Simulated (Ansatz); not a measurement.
# SbH+ (quartet): the correlation ladder at distance Sb1–H2 = 6.374 Å, def2-TZVPP

How much of the correlation energy of SbH+ (quartet) does each wave-function method recover here?

Method: def2-TZVPP, core rule «outside noble gas», up to 9 orbitals frozen; program: Ansatz 0.2.0, Gaussian basis.

Plan: UHF; CCSD(T) on ROHF; CCSD(T) on UHF; BCCD(T) on ROHF; CISD as a restricted active space (open shells left free, so some higher excitations enter); CCSDT(Q) on ROHF; CCSDT(Q) on UHF; CASSCF and MRCISD+Q, 5 electrons in 5 orbitals; CASSCF and NEVPT2, 5 electrons in 5 orbitals; Full CI.

17 further runs of the same task are left out: 15 that didn't finish, 2 set aside as unsound or not needed. Runs told in other sessions of the task aren't counted.

## (1) What is computed

The geometry derives from a PBE0/def2-TZVP stationary point (not a proven minimum). One bond is set to the value named and the two fragments are kept rigid. No spin-orbit coupling is included. Elements past krypton take def2 core potentials.

2 atoms, charge 1, spin multiplicity 4.

Atoms are counted from 1 here; the program's logs count them from 0.

No contacts short enough for the rule that draws bonds.

## (2) UHF

The input, in.yaml:

```yaml
crystal:
  periodic: [false, false, false]
  atoms:
    - {symbol: Sb, position_ang: [0.000000, 0.000000, 0.000000]}
    - {symbol: H, position_ang: [0.000000, 0.000000, 6.374000]}
basis:
  gaussian: {orbitals: def2-TZVPP}
total_charge: 1
magnetization: {spin_polarized: true, initial_magnetization: 3}
hamiltonian: {xc: hf}
output: {orbitals: {seedname: orbitals}}
```

Started as:

```
$ ansatz run in.yaml --threads 1 --pin off --events-out ev --progress --plain --max-ram 2393MiB
```

Further steps of the session: CCSD(T) on ROHF; CCSD(T) on UHF; BCCD(T) on ROHF; CISD as a restricted active space (open shells left free, so some higher excitations enter); CCSDT(Q) on ROHF; CCSDT(Q) on UHF; CASSCF and MRCISD+Q, 5 electrons in 5 orbitals; CASSCF and NEVPT2, 5 electrons in 5 orbitals; Full CI.

Q: Predict the results of all the runs planned. Wanted: FCI from the RHF energy; RMP2 from FCI; UMP2 from FCI; RCCSD from FCI; RCCSD(T) from FCI; UCCSD(T) from FCI; RCCSDT(Q) from FCI; UCCSDT(Q) from FCI; NEVPT2 valence from FCI.

The runs gave:

| quantity | value |
| --- | --- |
| FCI from the ROHF energy | -1.7388 eV |
| RMP2 from FCI | +404.3 meV |
| UMP2 from FCI | +387.6 meV |
| RCCSD from FCI | +51.1 meV |
| RCCSD(T) from FCI | +11.0 meV |
| UCCSD(T) from FCI | -9.1 meV |
| RCCSDT(Q) from FCI | -0.7 meV |
| UCCSDT(Q) from FCI | -20.7 meV |
| NEVPT2 valence from FCI | +316.3 meV |
| MRCISD+Q valence from FCI | -3.7 meV |
| levels within 1 kcal/mol (43 meV) | UCCSD, RCCSD(T), UCCSD(T), BCCD(T), RCCSDT, UCCSDT, RCCSDT(Q), UCCSDT(Q), MRCISD+Q valence |
| T1 diagnostic | 0.017 |
| effectively unpaired electrons | 3.02 |

**Reading.** RCCSD(T) misses by +11.0 meV, 0.6 % of the correlation energy. CCSD(T) misses by +11.0 meV on the restricted determinant and by -9.1 meV on the unrestricted one; the two need not hold the same state or core. UCCSD(T), UCCSDT, UCCSDT(Q), MRCISD+Q valence fall below full CI: unrestricted runs freeze a spin-polarised core, another one than full CI's, and coupled cluster isn't variational. One determinant dominates. Of the multireference levels listed MRCISD+Q valence comes nearest in total energy (-3.7 meV), which doesn't show that its space is the better one. These misses are within one basis, not against nature; the frozen cores of restricted and unrestricted runs differ, which can shift their rows.

Levels on UHF freeze UHF's core orbitals, full CI those of ROHF, so the U rows can settle a little off it for that reason alone.

With open shells the CI space here admits some higher excitations, so it is larger than plain CISD.
